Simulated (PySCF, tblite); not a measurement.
**C₈H₁₄P+: geometry, infrared bands and NMR shifts**

What infrared bands and NMR shifts should C₈H₁₄P+ (`CCC[PH+]1C=CCC=C1`) show?

Computed with tblite 0.8.0 and PySCF 2.14.0, with density-fitted response routines of our own, on a single molecule in the gas phase. Atoms are numbered from 0 throughout.

**1. The molecule as given**

23 atoms, charge 1, multiplicity 1; geometry from: force field or distance geometry start.

Bonds of the start (Å): C0–C1 1.54, C1–C2 1.52, C2–P3 1.80, P3–C4 1.73, C4–C5 1.35, C5–C6 1.50, C6–C7 1.50, C7–C8 1.34, C8–P3 1.75, C0–H9 1.09, C0–H10 1.09, C0–H11 1.10, C1–H12 1.08, C1–H13 1.09, C2–H14 1.08, C2–H15 1.09, P3–H16 1.42, C4–H17 1.08, C5–H18 1.09, C6–H19 1.09, C6–H20 1.10, C7–H21 1.09, C8–H22 1.08.

**2. Geometry optimisation with GFN2-xTB**

The job: settings as JSON, then the geometry in Å.

```
{"job": {"kind": "relax", "xc": "GFN2-xTB", "basis": "xTB"}, "charge": 1, "multiplicity": 1}
C      3.169600     0.241000     0.734500
C      2.311000     0.410300    -0.527600
C      1.137700    -0.553700    -0.540200
P     -0.071100    -0.285900     0.768100
C     -0.852700     1.210900     0.385400
C     -2.109300     1.302000    -0.095900
C     -3.035300     0.155800    -0.353900
C     -2.506200    -1.211000    -0.014200
C     -1.285900    -1.501200     0.459700
H      4.025700     0.907100     0.696700
H      3.521900    -0.785600     0.832500
H      2.588100     0.492900     1.636700
H      2.938300     0.221100    -1.386900
H      1.969200     1.440300    -0.586000
H      1.491400    -1.572700    -0.474700
H      0.616000    -0.456300    -1.497500
H      0.406100    -0.338100     2.106800
H     -0.295800     2.128700     0.522000
H     -2.506100     2.292400    -0.308600
H     -3.313400     0.168600    -1.403200
H     -3.955000     0.324700     0.233900
H     -3.206900    -2.034000    -0.185900
H     -1.042100    -2.530300     0.670700
```

Launch:

```console
OMP_NUM_THREADS=1 python probes_run.py task.json out
```

One launch serves the whole session: the jobs run in the order shown.

**Question.** This job is followed by: GFN2-xTB harmonic vibrations, gas phase; GIAO PBE0/pcSseg-1 NMR shielding, non-relativistic, gas phase. What will the session give for the following? strongest single infrared mode (GFN2-xTB); zero-point energy (GFN2-xTB); 13C shifts against TMS (PBE0/pcSseg-1, means over atoms taken as alike); 1H shifts against TMS (PBE0/pcSseg-1, means over atoms taken as alike); 31P shifts against H3PO4 (PBE0/pcSseg-1).

**Answer**, as computed:

| quantity | value |
| --- | --- |
| strongest single infrared mode (GFN2-xTB) | 1660 cm⁻¹, 118 km/mol |
| zero-point energy (GFN2-xTB) | 121.9 kcal/mol |
| 13C shifts against TMS (PBE0/pcSseg-1, means over atoms taken as alike) | 167.5, 104.0, 35.6, 33.4, 18.7, 16.6 ppm |
| 1H shifts against TMS (PBE0/pcSseg-1, means over atoms taken as alike) | 7.96, 6.84, 6.33, 3.74, 3.73, 2.62, 2.21, 1.37 ppm |
| 31P shifts against H3PO4 (PBE0/pcSseg-1) | -63.0 ppm |

**Reading.** The optimisation took 107 steps and gained 0.274 eV; among the close pairs (by a distance rule), P3–C4 changed most, from 1.731 to 1.779 Å. No mode is imaginary among the 63: a minimum at this level. The strongest single mode, at 1660 cm⁻¹, moves mainly C7, C8 and C5. Unscaled tight-binding wavenumbers are off by several per cent, some by more. Its intensities can rank the bands wrongly. At PBE0/pcSseg-1: The largest span, 282 ppm, is at C5, C7, where the paramagnetic term is -235 ppm. At PBE0/pcSseg-1, counted by nearest atom on the grid, the HOMO lies on C8 22 %; C4, C7 about 14 % each, the LUMO on C5 33 %; C4 22 %.
